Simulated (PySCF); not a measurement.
**TiF2: structure of the triplet**

Where does triplet TiF2 go from a linear start, is the end point a minimum, and what are its modes, charges and moments?

Program: PySCF 2.14.0. Level of theory: PBE0, basis Ti def2-TZVP, F def2-TZVP, no relativity, density fitting. These are calculated values, not measurements.

## 1. The starting structure

3 atoms, charge 0, spin multiplicity 3.

Bond lengths: Ti1–F2 2.000 Å, Ti1–F3 2.000 Å. Angles: F2–Ti1–F3 180.0°.

```xyz
3
charge 0 multiplicity 3
Ti    0.0000    0.0000    0.0000
F     0.0000    0.0000    2.0000
F     0.0000    0.0000   -2.0000
```

## 2. Finding the electronic state

The steps below are one call of a driver around PySCF. For each, scf.py gives the equivalent set-up of the SCF; relaxations use the driver's own optimiser. After this first run the driver tries any further starts and a stability analysis.

Contents of scf.py:

```python
from pyscf import gto, scf, dft
mol = gto.M(atom='''
Ti     0.000000     0.000000     0.000000
F      0.000000     0.000000     2.000000
F      0.000000     0.000000    -2.000000''',
    basis={'Ti': 'def2-TZVP', 'F': 'def2-TZVP'},
    charge=0, spin=2)
mf = dft.UKS(mol, xc='PBE0')
mf.grids.atom_grid = (50, 194)
aux = {'Ti': 'def2-universal-JKFIT', 'F': 'def2-universal-JKFIT'}
mf = mf.density_fit(auxbasis=aux)
mf.conv_tol = 1e-08
mf.diis_space = 10
mf.max_cycle = 60
mf.init_guess = 'minao'
mf.verbose = 4
mf.kernel()
```

The run is started by

```console
$ OMP_NUM_THREADS=4 python axn.py task.json out
```

The log of the run:

```text
init E= -1048.43353247725
[... the frontier-level lines of each cycle are left out ...]
cycle= 1 E= -1048.66485248869  delta_E= -0.231  |g|= 0.763  |ddm|= 1.24
cycle= 2 E= -1030.85727959449  delta_E= 17.8  |g|= 6.88  |ddm|= 2.34
cycle= 3 E= -1048.77343107772  delta_E= -17.9  |g|= 0.691  |ddm|= 1.98
cycle= 4 E= -1048.90886472505  delta_E= -0.135  |g|= 0.172  |ddm|= 0.285
cycle= 5 E= -1048.91739883323  delta_E= -0.00853  |g|= 0.0877  |ddm|= 0.0783
cycle= 6 E= -1048.92057644614  delta_E= -0.00318  |g|= 0.00544  |ddm|= 0.0588
cycle= 7 E= -1048.92060447832  delta_E= -2.8e-05  |g|= 0.00171  |ddm|= 0.0109
cycle= 8 E= -1048.92060744719  delta_E= -2.97e-06  |g|= 0.000543  |ddm|= 0.00417
cycle= 9 E= -1048.92060759719  delta_E= -1.5e-07  |g|= 9.92e-05  |ddm|= 0.000705
cycle= 10 E= -1048.92060760114  delta_E= -3.95e-09  |g|= 1.04e-05  |ddm|= 8.32e-05
Extra cycle  E= -1048.92060760108  delta_E= 6.34e-11  |g|= 2.08e-05  |ddm|= 1.81e-05
converged SCF energy = -1048.92060760108  <S^2> = 2.0062831  2S+1 = 3.0041858
```

This step, with its further starts and checks, took 11 s on 4 threads of Arm Neoverse V2, shared host.

Energies from each starting density:

```
                      start   energy (Eh)
    the minimal-basis guess  -1048.920608
a thermally smeared density  -1048.917902
      a smeared PBE density  -1048.917902
```

No lower solution of this spin turned up from the other starts or in the test of internal stability.

## 3. Relaxing the triplet from the linear start

The program finds D∞h symmetry in the start, which this walk keeps.

Edit scf.py of step 2 so:

```diff
@@ -15 +14,0 @@
-mf.init_guess = 'minao'
```

Energy and gradient, step by step:

```csv
step,energy (Eh),change (kJ/mol),largest symmetric gradient (Eh/bohr)
0,-1048.920608,0.00,0.05826
1,-1048.941685,-55.34,0.02975
2,-1048.944121,-61.74,0.02465
3,-1048.945975,-66.60,0.00411
4,-1048.946039,-66.77,0.00050
5,-1048.946040,-66.77,0.00001
```

The walk took 9.6 s.

Geometry (Å) and forces (eV/Å) at some steps:

```
step 0
Ti   0.000   0.000   0.000   0.000   0.000   0.000
F    0.000   0.000   2.000   0.000   0.000  -2.996
F    0.000   0.000  -2.000   0.000   0.000   2.996
step 1
Ti   0.000   0.000   0.000   0.000   0.000   0.000
F    0.000   0.000   1.878   0.000   0.000  -1.530
F    0.000   0.000  -1.878   0.000   0.000   1.530
step 3
Ti   0.000   0.000   0.000   0.000   0.000   0.000
F    0.000   0.000   1.814   0.000   0.000  -0.211
F    0.000   0.000  -1.814   0.000   0.000   0.211
step 5
Ti   0.000   0.000   0.000   0.000   0.000   0.000
F    0.000   0.000   1.806   0.000   0.000   0.001
F    0.000   0.000  -1.806   0.000   0.000  -0.001
```

It settles in D∞h symmetry, 66.8 kJ/mol below the start, after 5 steps: Ti–F 1.806 Å (×2); F–Ti–F 180.0°.

## 4. Vibrations and properties at this point

On the finer grid the gradient is checked again; gradients at displacements of ±0.02 bohr then give force constants and infrared intensities.

Edit scf.py of step 3 so:

```diff
@@ -4,2 +4,2 @@
-F      0.000000     0.000000     2.000000
-F      0.000000     0.000000    -2.000000''',
+F     -0.000000     0.000000     1.806385
+F      0.000000     0.000000    -1.806385''',
@@ -9 +9 @@
-mf.grids.atom_grid = (50, 194)
+mf.grids.atom_grid = (75, 302)
@@ -12 +12 @@
-mf.conv_tol = 1e-08
+mf.conv_tol = 1e-10
```

This SCF starts from the last density.

SCF at the final geometry:

```text
init E= -1048.94609649391
[... the frontier-level lines of each cycle are left out ...]
cycle= 1 E= -1048.94609649389  delta_E= 1.41e-11  |g|= 7.37e-06  |ddm|= 9.27e-06
Extra cycle  E= -1048.94609649385  delta_E= 4.57e-11  |g|= 1.4e-05  |ddm|= 1.28e-05
converged SCF energy = -1048.94609649385  <S^2> = 2.0048723  2S+1 = 3.0032465
```

The whole step took 21 s.

Geometry: D∞h; Ti–F 1.806 Å (×2); F–Ti–F 180.0°.

Harmonic modes (main isotopes):

```tsv
symmetry	ω (cm⁻¹)	IR (km/mol)	type
πu	99i	38.6	bend
σg+	610	0.0	stretch
σu+	752	313	stretch
```

With 2 modes imaginary (up to 99i cm⁻¹) this point is a saddle.

Constants and moments:

- Dipole moment: 0.00 D
- Highest occupied level: -5.90 eV
- Lowest empty level: -2.92 eV
- Rotational constants: 0.136 cm⁻¹
- Zero-point energy (real modes): 8.1 kJ/mol
- Principal polarisabilities: 33.1, 37.6, 37.6 bohr³
- Atomisation energy without zero-point energy: 1183 kJ/mol
- Principal traceless quadrupole moments about the centre of mass: -13.50, 6.75, 6.75 D Å
- Spin squared ⟨S²⟩: 2.005

Charges (e) and bond orders:

```json
{"atom": "Ti1", "Mulliken": "1.07", "Löwdin": "0.58", "polar tensor": "1.30", "spin (Mulliken)": "2.05", "Mayer order to Ti1": "–"}
{"atom": "F2,3", "Mulliken": "-0.54", "Löwdin": "-0.29", "polar tensor": "-0.65", "spin (Mulliken)": "-0.02", "Mayer order to Ti1": "0.86"}
```

Mulliken populations on Ti1: s 6.56, p 12.17, d 2.17, f 0.04.

## 5. Leaving the saddle point

The atoms are moved a little along the softest imaginary mode and relaxed again.

The program finds C2v symmetry in the start, which this walk keeps. Threshold on the gradient: 0.0003 Eh/bohr, with a further test on the energy change.

Edit scf.py of step 4 so:

```diff
@@ -3,3 +3,3 @@
-Ti     0.000000     0.000000     0.000000
-F     -0.000000     0.000000     1.806385
-F      0.000000     0.000000    -1.806385''',
+Ti     0.185967     0.068306    -0.000000
+F     -0.234671    -0.086195     1.806385
+F     -0.234671    -0.086195    -1.806385''',
@@ -9 +9 @@
-mf.grids.atom_grid = (75, 302)
+mf.grids.atom_grid = (50, 194)
@@ -12 +12 @@
-mf.conv_tol = 1e-10
+mf.conv_tol = 1e-08
```

The optimiser's trace:

```csv
step,energy (Eh),change (kJ/mol),largest symmetric gradient (Eh/bohr)
0,-1048.944902,0.00,0.02582
1,-1048.948049,-8.26,0.00747
2,-1048.948385,-9.14,0.00354
3,-1048.948514,-9.48,0.00325
4,-1048.948827,-10.31,0.00107
5,-1048.948881,-10.45,0.00170
6,-1048.948901,-10.50,0.00007
```

The walk took 34 s.

It settles in C2v symmetry, 10.5 kJ/mol below the start, after 6 steps: Ti–F 1.792 Å (×2); F–Ti–F 140.2°.

## 6. Is it a minimum? Harmonic modes

As before: finer grid, then central differences.

Edit scf.py of step 5 so:

```diff
@@ -3,3 +3,3 @@
-Ti     0.185967     0.068306    -0.000000
-F     -0.234671    -0.086195     1.806385
-F     -0.234671    -0.086195    -1.806385''',
+Ti     0.260721     0.095764    -0.000000
+F     -0.323075    -0.118667     1.680083
+F     -0.323075    -0.118667    -1.680083''',
@@ -9 +9 @@
-mf.grids.atom_grid = (50, 194)
+mf.grids.atom_grid = (75, 302)
@@ -12 +12 @@
-mf.conv_tol = 1e-08
+mf.conv_tol = 1e-10
```

Log of the central SCF (cycles and frontier levels):

```text
init E= -1048.94907756628
[... the frontier-level lines of each cycle are left out ...]
cycle= 1 E= -1048.9490775663  delta_E= -2.27e-11  |g|= 2.29e-06  |ddm|= 6.92e-06
Extra cycle  E= -1048.94907756632  delta_E= -1.86e-11  |g|= 3.15e-06  |ddm|= 6.98e-06
converged SCF energy = -1048.94907756632  <S^2> = 2.0044572  2S+1 = 3.00297
```

The whole step took 38 s on 4 threads of Arm Neoverse V2, shared host.

Geometry: C2v; Ti–F 1.792 Å (×2); F–Ti–F 139.4°.

Modes, for the most abundant isotopes:

| symmetry | ω (cm⁻¹) | IR (km/mol) | μ (u) | type |
| --- | --- | --- | --- | --- |
| a1 | 119 | 21.4 | 23.84 | bend |
| a1 | 643 | 71.3 | 20.29 | stretch |
| b2 | 749 | 264 | 25.26 | stretch |

Every mode is real; the point is a minimum.

Properties at this point:

* Dipole moment: 2.34 D
* Highest occupied level: -5.75 eV
* Lowest empty level: -2.56 eV
* Rotational constants: 2.056, 0.1572, 0.146 cm⁻¹
* Zero-point energy: 9.0 kJ/mol
* Principal polarisabilities: 34.2, 49.1, 51.1 bohr³
* Atomisation energy without zero-point energy: 1191 kJ/mol
* Principal traceless quadrupole moments about the centre of mass: -10.83, 4.26, 6.57 D Å
* Entropy at 298.15 K and 1 bar (electronic part: spin only): 279.9 J/(mol K)
* Heat capacity Cp at 298.15 K: 48.4 J/(mol K)
* Enthalpy at 298.15 K above 0 K: 12.36 kJ/mol
* Rotational symmetry number: 2
* Spin squared ⟨S²⟩: 2.004

Populations by atom (charges in e):

```csv
atom,Mulliken,Löwdin,polar tensor,spin (Mulliken),Mayer order to Ti1
Ti1,1.04,0.54,1.46,2.04,–
"F2,3",-0.52,-0.27,-0.73,-0.02,0.88
```

Outer orbital energies (eV). α occupied: -12.67, -11.92, -11.68, -11.38, -11.36, -11.19, -6.97, -5.75; empty: -2.56, -1.49, -1.39, -0.24. β occupied: -31.63, -31.03, -12.53, -11.91, -11.67, -11.43, -11.34, -11.23; empty: -2.09, -1.53, -0.89, -0.72.

Mulliken populations on Ti1: s 6.51, p 12.18, d 2.24, f 0.04.

## 7. The points found, side by side

| spin | group | bonds | imaginary modes (cm⁻¹) | ΔE (kJ/mol) | with zero-point energy |
| --- | --- | --- | --- | --- | --- |
| triplet | C2v | Ti–F 1.792 Å (×2) | none | 0.0 | 0.0 |
| triplet | D∞h | Ti–F 1.806 Å (×2) | 99i, 99i | 7.8 | – |

## 8. Results

| quantity | value |
| --- | --- |
| minimum | triplet, C2v |
| geometry | Ti–F 1.792 Å (×2); F–Ti–F 139.4° |
| wavenumbers (cm⁻¹) | 119 (a1), 643 (a1), 749 (b2) |
| dipole moment | 2.34 D |
| highest occupied, lowest empty level (either spin) | -5.75, -2.56 eV |
| polar-tensor charge of Ti1 | +1.46 e |
| zero-point energy | 9.0 kJ/mol |
| entropy at 298.15 K | 279.9 J/(mol K) |
| atomisation energy (no zero-point energy) | 1191 kJ/mol |
| ⟨S²⟩ | 2.004 |

What this shows: From D∞h at the start the molecule goes to a C2v minimum, after a stop at a second-order saddle point 7.8 kJ/mol higher, from which it was pushed off along an imaginary mode. In the infrared the band at 749 cm⁻¹ (b2, stretch) leads. Most of the spin sits on Ti1 (Mulliken spin 2.04, against 2 for the whole molecule). Only this shape and spin were tried, so other structures or states may lie lower. One determinant may miss the lowest occupation of an open d or f shell.

The search up to here took 1.9 min.
